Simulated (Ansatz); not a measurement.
Working through a relaxation followed by a look at the electronic structure of Cd, space group Im-3m

Program: Ansatz's Python interface.

Notebook, run cell by cell (the value of a cell's last expression is shown):

In [1]:
```python
import ansatz
import numpy as np
```

In [2]:
```python
def count_gap(report):
    # lowest empty less highest filled band, counting bands; zero where they overlap
    return max(report.get("gap_by_band_count_ev") or 0.0, 0.0)
```

In [3]:
```python
def with_settings(crystal, spacing):
    return (
        crystal.calculation()
        .functional("r2scan")
        .occupations(ansatz.OccupationsMethod.GAUSSIAN, width=0.05)
        .scf(algorithm="density_mixing")
        .eigensolver("davidson")
        .kpoints(spacing=spacing)
    )
```

In [4]:
```python
vectors = np.array([
    [-1.78432, 1.78432, 1.78432],
    [1.78432, -1.78432, 1.78432],
    [1.78432, 1.78432, -1.78432],
])
crystal = ansatz.Lattice.of(vectors).atom("Cd", (0.0, 0.0, 0.0))
```

In [5]:
```python
len(crystal.resolved().sites)
```
Out [5]:
```text
1
```

In [6]:
```python
relaxed = with_settings(crystal, 0.34).relax(cell=True, force_tolerance=0.01, max_steps=40).checkpoint(write="relax.run").run(threads=1, backend="cpu")
cell = np.asarray(relaxed.lattice.cell_ang)
print("relaxed edges (A):", np.linalg.norm(cell, axis=1).round(4), " volume:", round(abs(np.linalg.det(cell)), 3), "A^3")
for site in relaxed.lattice.sites:
    print(" ", site.symbol, np.round(site.position_frac, 4) + 0.0)
```
```text
DeckWarning: basis.ecutwfc = 500 eV, auto-derived from the records' recommended cutoffs: set by Cd (their level for a meta-GGA)
relaxed edges (A): [3.0505 3.0505 3.0505]  volume: 21.852 A^3
  Cd [0. 0. 0.]
```

In [7]:
```python
final = ansatz.Crystal.from_checkpoint("relax.run")
result = with_settings(final, 0.26).functional("lda").stress().band_table().density_of_states(energy_step=0.05).run(threads=1, backend="cpu")
rep = result.report

rep["kpoints_frac"][:4]
```
```text
DeckWarning: crystal.checkpoint: the structure is that of relax.run, a `relax` run, at its step 2: its result, under r2scan at a charge of 0 e; 1 atoms read, 0 with a starting moment [...]
DeckWarning: basis.ecutwfc = 420 eV, auto-derived from the records' recommended cutoffs: set by Cd (normal level)
```
Out [7]:
```text
[[0.0, 0.0, 0.0], [0.0, 0.0, 0.1], [0.0, 0.0, 0.2], [0.0, 0.0, 0.3]]
```

In [8]:
```python
rep["kweights"]
```
Out [8]:
```text
[0.001, 0.012, 0.012, 0.012, 0.012, 0.006, 0.024, 0.048, 0.048, 0.048, 0.024, 0.048, 0.024, 0.024,
 0.008, 0.024, 0.024, 0.012, 0.006, 0.024, 0.048, 0.024, 0.008, 0.024, 0.024, 0.024, 0.048, 0.012,
 0.048, 0.024, 0.024, 0.008, 0.012, 0.006, 0.024, 0.024, 0.024, 0.012, 0.048, 0.008, 0.006, 0.024,
 0.012, 0.024, 0.006, 0.012, 0.001]
```

In [9]:
```python
dos = result.density_of_states()
print(f"pressure at the relaxed cell {np.trace(rep['stress_gpa']) / 3:.3f} GPa, gap by band count {count_gap(rep):.3f} eV")
if count_gap(rep) == 0:
    print("states/eV at the Fermi level:", round(float(np.interp(dos.fermi_ev, dos.energies_ev, dos.spin_summed_g_bin_mean_per_ev)), 3))
```
```text
pressure at the relaxed cell -3.874 GPa, gap by band count 0.000 eV
states/eV at the Fermi level: 0.373
```

What to keep in mind:
- The settings weren't tested for convergence.
- An absolute Fermi energy rests on an arbitrary zero of the periodic potential and has no direct meaning.
- A gap by band count of zero or less means overlapping bands, a metal.
- This isn't the structure that Cd takes at ambient conditions.
- Gaps and levels are Kohn-Sham values on a finite set of k-points, without spin-orbit coupling.
- Warnings are shown shortened and without file and line.
- Where the second run takes another functional or mesh than the relaxation, its pressure isn't zero; pressure is positive in compression.
- The computed bands are complete only to about 8.1 eV above the Fermi level; beyond that the density of states is undercounted.
- Wall time of the script: 5.3 s on 1 thread of Arm Neoverse V2 (shared host), peak memory 0.4 GiB.
